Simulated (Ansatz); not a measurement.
# InSb3 (Fm-3m) in Ansatz: further runs

The runs below take InSb3 through band structure, single point, equation of state, with PBE.

Program: Ansatz 0.2.0. These are calculated values, not measurements. Logs are shortened: lines on timing, memory, paths and dates and some standing lists are left out, and cuts for length are marked.

## (1) Starting point

The structure is cubic, space group Fm-3m (No. 225). Conventional cell: a = 7.589 Å, b = 7.589 Å, c = 7.589 Å, α = 90.00°, β = 90.00°, γ = 90.00°. Around Sb (site symmetry m-3m) lie 8 Sb at 3.29 Å. Sb (site symmetry -43m) has 4 In at 3.29 Å and 4 Sb at 3.29 Å as nearest neighbours. In (site symmetry m-3m) has 8 Sb at 3.29 Å as nearest neighbours.

The cell comes from a database or a generator and needn't be the stable form of this composition.

## (2) Band structure, PBE

input.yaml reads:

```yaml
crystal:
  lattice:
    - [0.0, 3.794555, 3.794555]
    - [3.794555, 0.0, 3.794555]
    - [3.794555, 3.794555, 0.0]
  atoms:
    - { symbol: Sb, position: [0.5, 0.5, 0.5] }
    - { symbol: Sb, position: [0.75, 0.75, 0.75] }
    - { symbol: Sb, position: [0.25, 0.25, 0.25] }
    - { symbol: In, position: [0.0, 0.0, 0.0] }
hamiltonian:
  xc: pbe
  pseudopotentials: { kind: paw }
kpoints:
  mp_grid: { grid: [6, 6, 6] }
  band_path:
    path:
      - [[0.0, 0.0, 0.0], [0.5, 0.0, 0.5], [0.5, 0.25, 0.75], [0.375, 0.375, 0.75], [0.0, 0.0, 0.0], [0.5, 0.5, 0.5], [0.625, 0.25, 0.625], [0.5, 0.25, 0.75], [0.5, 0.5, 0.5], [0.375, 0.375, 0.75]]
      - [[0.625, 0.25, 0.625], [0.5, 0.0, 0.5]]
    npoints: 14
scf:
  occupations: { method: fermi_dirac, width: 0.05 }
  n_extra_bands: 10
output:
  forces: true
  stress: true
  eigenvalues: true
  fatbands: false
  write_density: true
  write_potential: true
  elf: true
  volumetric_format: npy
```

Potentials or basis: Ansatz PAW.

Command:

```bash
ansatz run input.yaml --threads 2 --pin off --max-ram 5632MiB --backend cpu --events-out ev --progress --plain --runs-dir out
```

Standard output:

```text
Warning: RAYON_NUM_THREADS=2 ignored (pool sized by the plan → 2); use --threads N
scf.n_extra_bands = 10 over 29 filled bands (N_el = 58.0): the run solves 39 bands
Engine: ansatz 0.2.0, aarch64-unknown-linux-gnu
Pseudopotentials: kind: paw
Pseudopotential: Sb, paw, valence charge 15, recommended cutoff 420 eV (normal), Sb.paw.azcp
Pseudopotential: In, paw, valence charge 13, recommended cutoff 420 eV (normal), In.paw.azcp
Functional definition: PBE
  parameter kappa = 0.804
  parameter beta = 0.06672455060314922
  exchange = pbe_x(kappa = kappa, mu = beta*pi^2/3)
  correlation = pbe_c(beta = beta)
Crystal: 4 atoms, lattice volume = 109.273 Å³
Basis set: ecut = 420 eV, 2109 PW (Γ), exchange–correlation on 72×72×72 points (8 copies of the dense FFT grid, shifted against one another)
Bands: 39, of which v1, the nominal top of the filled ones, is band 29 counted from 1 (28 counted from 0)
Symmetry: 48 space group operations
Space group: Fm-3m (ITA 225), of the structure as read, at distance tolerance 4.8e-5 Å
k-points: 16 of 216
Non-local potential: Sb, projectors of the file, l = 0: 2, l = 1: 2, l = 2: 2, l = 3: 2
Non-local potential: In, projectors of the file, l = 0: 2, l = 1: 2, l = 2: 2, l = 3: 2
PAW form: soft (Blöchl's): semilocal exchange-correlation on the pseudo side does not see the compensation charge
PAW one-centre angular grid: Sb, 590 points (default); XC on 64 Gauss nodes
PAW one-centre angular grid: In, 590 points (default); XC on 64 Gauss nodes
Initial density: superposition of atomic densities (neutral atoms: chi_scale 0, normalization atom), corrected by the library's trained network
Initial wavefunctions: pseudopotential atomic-orbital guess
Functional: x = pbe(κ = 0.804, μ = 0.2195149727645171), c = pbe(β = 0.06672455060314922)
SCF iter   1: F=—  HF=-25050.577674 eV  |F-HF|=—  |Δ(HF+E_count)|=         —  Δρ=2.33e-3  dr2=1.39e-2  ethr=1.77e-3  ⟨swp⟩=9.8  Hψ=3110  notcnv=0  defer=6
preconditioner: auto → Resta (q_TF=auto, 2.455 Å⁻¹)  ε∞=3.2  [insulator: Δε(μ)=0.187 eV  Ē_g=12.610 eV  σ=0.050 eV  W_gap=0.68  n_scr=26 (ndim 8)  ℏωp=18.8 eV  f_vac=0.000  D(μ)=3.56/eV (n_scr^D=26)  ε∞_Penn≈3.2]
SCF iter   2: F=—  HF=-25050.571577 eV  |F-HF|=—  |Δ(HF+E_count)|=   6.10e-3  Δρ=8.85e-4  dr2=1.28e-3  ethr=2.40e-5  ⟨swp⟩=2.0  Hψ=1163  notcnv=0  defer=27
SCF iter   3: F=—  HF=-25050.571245 eV  |F-HF|=—  |Δ(HF+E_count)|=   3.32e-4  Δρ=3.24e-4  dr2=9.85e-5  ethr=2.21e-6  ⟨swp⟩=3.0  Hψ=1104  notcnv=0  defer=27
SCF iter   4: F=—  HF=-25050.571239 eV  |F-HF|=—  |Δ(HF+E_count)|=   6.34e-6  Δρ=1.02e-4  dr2=7.28e-6  ethr=1.70e-7  ⟨swp⟩=2.2  Hψ=748  notcnv=0  defer=27
SCF iter   5: F=—  HF=-25050.571241 eV  |F-HF|=—  |Δ(HF+E_count)|=   2.30e-6  Δρ=2.20e-5  dr2=4.10e-7  ethr=1.25e-8  ⟨swp⟩=2.1  Hψ=728  notcnv=0  defer=27
SCF iter   6: F=-25050.571241 eV  HF=-25050.571241 eV  |F-HF|=1.21e-8  |Δ(HF+E_count)|=   1.19e-7  Δρ=3.99e-6  dr2=1.28e-8  ethr=1.72e-10  ⟨swp⟩=14.8  Hψ=4690  notcnv=0
SCF 1 converged in 6 iterations: F = -25050.571241 eV  dr2 = 1.28e-8
NSCF: frozen V_eff on 142 k-points
SCF converged after 6 iterations
Free energy (F): -25050.571241 eV
Harris-Foulkes:  -25050.571241 eV  (|F-HF|=1.21e-8)
Internal energy: -25050.540378 eV  (E = F + TS)
E sigma→0 (E₀):  -25050.555809 eV
Entropy (-TS):   -0.030864 eV (-7.716 meV/atom)
Fermi energy:    11.086798 eV
--- Per-component energies (eV) ---
  E_band       = -475.612495
  E_kinetic    = 860.068946
  E_local      = -5453.746657  (includes V_loc(G=0)·N_el)
  E_nonlocal   = 1451.090130
  E_hartree    = 2416.944937
  E_xc         = -630.846188
  E_vxc        = -388.058300  (∫ρ·V_xc dr)
  E_paw        = -17876.356893  (= ΣΔE_a)
  E_vpaw       = -1778.864948  (= ΣTr[D̂ρ^β])
  E_aug_tail   = 0.000021  (compensation charges beyond the density's cutoff)
  E_ewald      = -5817.694674
  E_smearing   = -0.030864  (= −TS)
  E_closure    = 0.000000  (closes the sum)
  Σ components = -25050.571241   (vs F -25050.571241, Δ=0.00e0)
--- Forces (eV/Å), atoms counted from 1 ---
  atom   1  Sb     0.00000000    -0.00000000    -0.00000000
  atom   2  Sb     0.00000000    -0.00000000    -0.00000000
  atom   3  Sb     0.00000000     0.00000000    -0.00000000
  atom   4  In    -0.00000000     0.00000000     0.00000000
  max |Σ_I F_I| component: 1.27e-17 eV/Å
--- Stress (GPa, compression-positive) ---
       -0.171403       0.000000       0.000000
        0.000000      -0.171403       0.000000
        0.000000      -0.000000      -0.171403
  P = ⅓ Tr σ = -0.1714 GPa (-1.714 kbar)
--- Band table (eV; the first three rows and the last of 16) ---
  k-point 0: bands = ["-18.3984", "-18.3984", "-18.3984", "-18.3966", "-18.3966", "-18.1650", "-18.1650", "-18.1618", "-18.1618", "-18.1618", "-18.1458", "-18.1458", "-18.1458", "-18.1378", "-18.1378", "-3.6317", "-3.6317", "-3.6317", "-3.6017", "-3.6017", "-1.2635", "3.2040", "4.2203", "8.5097", "8.5097", "8.5097", "8.5966", "8.5966", "8.5966", "8.6132", "10.2764", "10.2764", "10.2764", "14.4565", "14.4565", "17.6709", "17.6709", "17.6709", "22.7609"]
  k-point 1: bands = ["-18.3989", "-18.3989", "-18.3980", "-18.3962", "-18.3962", "-18.1635", "-18.1635", "-18.1605", "-18.1605", "-18.1597", "-18.1483", "-18.1465", "-18.1465", "-18.1397", "-18.1397", "-3.6350", "-3.6301", "-3.6301", "-3.6022", "-3.6022", "-1.0585", "2.9393", "3.8418", "7.3459", "7.9276", "7.9276", "8.1754", "9.0293", "9.0293", "10.4193", "10.4249", "10.4249", "11.9534", "15.2477", "15.2477", "16.0751", "17.1790", "17.1790", "21.2581"]
  k-point 2: bands = ["-18.3999", "-18.3999", "-18.3971", "-18.3953", "-18.3953", "-18.1591", "-18.1591", "-18.1579", "-18.1579", "-18.1555", "-18.1535", "-18.1482", "-18.1482", "-18.1446", "-18.1446", "-3.6425", "-3.6275", "-3.6275", "-3.6029", "-3.6029", "-0.4620", "1.9746", "3.3911", "6.4570", "7.6157", "7.6157", "8.6435", "8.6435", "9.0183", "11.6023", "11.6023", "12.7751", "12.9935", "15.1712", "15.5058", "15.5058", "17.2201", "17.2201", "20.8660"]
  k-point 15: bands = ["-18.4013", "-18.3998", "-18.3965", "-18.3951", "-18.3942", "-18.1634", "-18.1604", "-18.1584", "-18.1576", "-18.1536", "-18.1528", "-18.1494", "-18.1466", "-18.1450", "-18.1416", "-3.6468", "-3.6291", "-3.6196", "-3.6117", "-3.6013", "1.1881", "1.2699", "1.8574", "4.4225", "6.9561", "7.5087", "9.1687", "9.9674", "12.0399", "12.4757", "12.8801", "12.8972", "14.0813", "14.9612", "15.3361", "15.3641", "17.8302", "18.5838", "18.7440"]
```

Wall time 8.6 s (2 threads of Arm Neoverse V2, shared host); peak memory 0.55 GiB.

Results:

- Free energy: -25050.5712 eV
- Pressure: -0.2 GPa
- Band gap on the k mesh: none (metal or under the smearing width)

Levels at the corners of the path, in eV from the Fermi level:
```
point  band 27  band 28  band 29  band 30  band 31  band 32
    Γ    -2.49    -2.49    -2.49    -2.47    -0.81    -0.81
    X     0.22     0.80     0.80     1.12     1.61     1.68
    W    -2.60    -2.19     1.06     1.26     1.88     1.88
    K    -1.65    -0.83    -0.09     0.82     1.16     2.41
    Γ    -2.49    -2.49    -2.49    -2.47    -0.81    -0.81
    L    -2.71    -2.71    -0.36    -0.22     1.81     1.81
    U    -1.65    -0.83    -0.09     0.82     1.16     2.41
    W    -2.60    -2.19     1.06     1.26     1.88     1.88
    L    -2.71    -2.71    -0.36    -0.22     1.81     1.81
    K    -1.65    -0.83    -0.09     0.82     1.16     2.41
    U    -1.65    -0.83    -0.09     0.82     1.16     2.41
    X     0.22     0.80     0.80     1.12     1.61     1.68
```

Caveat: spin-orbit coupling is left out, which moves the levels of the heavy elements.

## (3) Single point, PBE, 25.68 Å³/atom (volume scaled by 0.94)

input.yaml reads:

```yaml
crystal:
  lattice:
    - [0.0, 3.7170933668, 3.7170933668]
    - [3.7170933668, 0.0, 3.7170933668]
    - [3.7170933668, 3.7170933668, 0.0]
  atoms:
    - { symbol: Sb, position: [0.5, 0.5, 0.5] }
    - { symbol: Sb, position: [0.75, 0.75, 0.75] }
    - { symbol: Sb, position: [0.25, 0.25, 0.25] }
    - { symbol: In, position: [0.0, 0.0, 0.0] }
hamiltonian:
  xc: pbe
  pseudopotentials: { kind: paw }
kpoints:
  mp_grid: { grid: [6, 6, 6] }
scf:
  occupations: { method: fermi_dirac, width: 0.05 }
output:
  forces: true
  stress: true
  eigenvalues: true
  write_density: true
  write_potential: true
  elf: true
  volumetric_format: npy
```

Potentials or basis: Ansatz PAW.

Command:

```bash
ansatz run input.yaml --threads 2 --pin off --max-ram 5632MiB --backend cpu --events-out ev --progress --plain --runs-dir out
```

Wall time 2.3 s (2 threads of Arm Neoverse V2, shared host); peak memory 0.39 GiB.

Results (log left out):

```
Free energy            : -25050.5089 eV
Pressure               : 3.4 GPa
Band gap on the k mesh : none (metal or under the smearing width)
```

## (4) Single point, PBE, 26.23 Å³/atom (volume scaled by 0.96)

Changes to input.yaml since step 3:

```diff
@@ -2,5 +2,5 @@
   lattice:
-    - [0.0, 3.7170933668, 3.7170933668]
-    - [3.7170933668, 0.0, 3.7170933668]
-    - [3.7170933668, 3.7170933668, 0.0]
+    - [0.0, 3.7432709431, 3.7432709431]
+    - [3.7432709431, 0.0, 3.7432709431]
+    - [3.7432709431, 3.7432709431, 0.0]
   atoms:
```

Command:

```bash
ansatz run input.yaml --threads 2 --pin off --max-ram 5632MiB --backend cpu --events-out ev --progress --plain --runs-dir out
```

It took 2.2 s on 2 threads of Arm Neoverse V2, shared host; peak memory 0.39 GiB.

The run converged. Its results:

| Item | Value |
| --- | --- |
| Free energy | -25050.5464 eV |
| Pressure | 2.1 GPa |
| Band gap on the k mesh | none (metal or under the smearing width) |

## (5) Single point, PBE, 26.77 Å³/atom (volume scaled by 0.98)

Changes to input.yaml since step 4:

```diff
@@ -2,5 +2,5 @@
   lattice:
-    - [0.0, 3.7432709431, 3.7432709431]
-    - [3.7432709431, 0.0, 3.7432709431]
-    - [3.7432709431, 3.7432709431, 0.0]
+    - [0.0, 3.7690874206, 3.7690874206]
+    - [3.7690874206, 0.0, 3.7690874206]
+    - [3.7690874206, 3.7690874206, 0.0]
   atoms:
@@ -21,5 +21 @@
   eigenvalues: true
-  write_density: true
-  write_potential: true
-  elf: true
-  volumetric_format: npy
```

Command:

```bash
ansatz run input.yaml --threads 2 --pin off --max-ram 5632MiB --backend cpu --events-out ev --progress --plain --runs-dir out
```

It took 1.6 s on 2 threads of Arm Neoverse V2, shared host; peak memory 0.39 GiB.

It converged, with:

* Free energy: -25050.5665 eV
* Pressure: 0.9 GPa
* Band gap on the k mesh: none (metal or under the smearing width)

## (6) Single point, PBE, 27.32 Å³/atom

Changes to input.yaml since step 5:

```diff
@@ -2,5 +2,5 @@
   lattice:
-    - [0.0, 3.7690874206, 3.7690874206]
-    - [3.7690874206, 0.0, 3.7690874206]
-    - [3.7690874206, 3.7690874206, 0.0]
+    - [0.0, 3.794555, 3.794555]
+    - [3.794555, 0.0, 3.794555]
+    - [3.794555, 3.794555, 0.0]
   atoms:
```

Potentials or basis: Ansatz PAW.

Command:

```bash
ansatz run input.yaml --threads 2 --pin off --max-ram 5632MiB --backend cpu --events-out ev --progress --plain --runs-dir out
```

It took 1.6 s on 2 threads of Arm Neoverse V2, shared host; peak memory 0.39 GiB.

The run converged. Its results:

```
Free energy            : -25050.5712 eV
Pressure               : -0.2 GPa
Band gap on the k mesh : none (metal or under the smearing width)
```

## (7) Single point, PBE, 27.86 Å³/atom (volume scaled by 1.02)

Changes to input.yaml since step 6:

```diff
@@ -2,5 +2,5 @@
   lattice:
-    - [0.0, 3.794555, 3.794555]
-    - [3.794555, 0.0, 3.794555]
-    - [3.794555, 3.794555, 0.0]
+    - [0.0, 3.8196852357, 3.8196852357]
+    - [3.8196852357, 0.0, 3.8196852357]
+    - [3.8196852357, 3.8196852357, 0.0]
   atoms:
@@ -21 +21,5 @@
   eigenvalues: true
+  write_density: true
+  write_potential: true
+  elf: true
+  volumetric_format: npy
```

Command:

```bash
ansatz run input.yaml --threads 2 --pin off --max-ram 5632MiB --backend cpu --events-out ev --progress --plain --runs-dir out
```

Run time: 2.2 s. Hardware: 2 threads of Arm Neoverse V2, shared host; peak memory 0.41 GiB.

Results (log left out):

```
Free energy            : -25050.5624 eV
Pressure               : -1.1 GPa
Band gap on the k mesh : none (metal or under the smearing width)
```

## (8) Single point, PBE, 28.41 Å³/atom (volume scaled by 1.04)

Changes to input.yaml since step 7:

```diff
@@ -2,5 +2,5 @@
   lattice:
-    - [0.0, 3.8196852357, 3.8196852357]
-    - [3.8196852357, 0.0, 3.8196852357]
-    - [3.8196852357, 3.8196852357, 0.0]
+    - [0.0, 3.8444890816, 3.8444890816]
+    - [3.8444890816, 0.0, 3.8444890816]
+    - [3.8444890816, 3.8444890816, 0.0]
   atoms:
@@ -21,5 +21 @@
   eigenvalues: true
-  write_density: true
-  write_potential: true
-  elf: true
-  volumetric_format: npy
```

Command:

```bash
ansatz run input.yaml --threads 2 --pin off --max-ram 5632MiB --backend cpu --events-out ev --progress --plain --runs-dir out
```

Run time: 1.7 s. Hardware: 2 threads of Arm Neoverse V2, shared host; peak memory 0.4 GiB.

It converged, with:

- Free energy: -25050.5415 eV
- Pressure: -1.9 GPa
- Band gap on the k mesh: none (metal or under the smearing width)

## (9) Single point, PBE, 28.96 Å³/atom (volume scaled by 1.06)

Changes to input.yaml since step 8:

```diff
@@ -2,5 +2,5 @@
   lattice:
-    - [0.0, 3.8444890816, 3.8444890816]
-    - [3.8444890816, 0.0, 3.8444890816]
-    - [3.8444890816, 3.8444890816, 0.0]
+    - [0.0, 3.8689769334, 3.8689769334]
+    - [3.8689769334, 0.0, 3.8689769334]
+    - [3.8689769334, 3.8689769334, 0.0]
   atoms:
```

Potentials or basis: Ansatz PAW.

Command:

```bash
ansatz run input.yaml --threads 2 --pin off --max-ram 5632MiB --backend cpu --events-out ev --progress --plain --runs-dir out
```

Wall time 1.8 s (2 threads of Arm Neoverse V2, shared host); peak memory 0.4 GiB.

It converged, with:

```
Free energy            : -25050.5098 eV
Pressure               : -2.7 GPa
Band gap on the k mesh : none (metal or under the smearing width)
```

## (10) Equation of state, PBE

This step only gathers the single runs of the series.

What came out:

| Property | Result |
| --- | --- |
| Equilibrium volume | 27.23 Å³/atom |
| Bulk modulus | 51 GPa |
| Pressure derivative of the bulk modulus | 5.0 |

Energy against volume, from the lowest point:
| volume (Å³/atom) | energy (meV/atom) |
| --- | --- |
| 25.679 | 15.57 |
| 26.226 | 6.20 |
| 26.772 | 1.18 |
| 27.318 | 0.00 |
| 27.865 | 2.21 |
| 28.411 | 7.42 |
| 28.957 | 15.36 |

Spin-orbit coupling is left out, which matters for the levels of Sb.
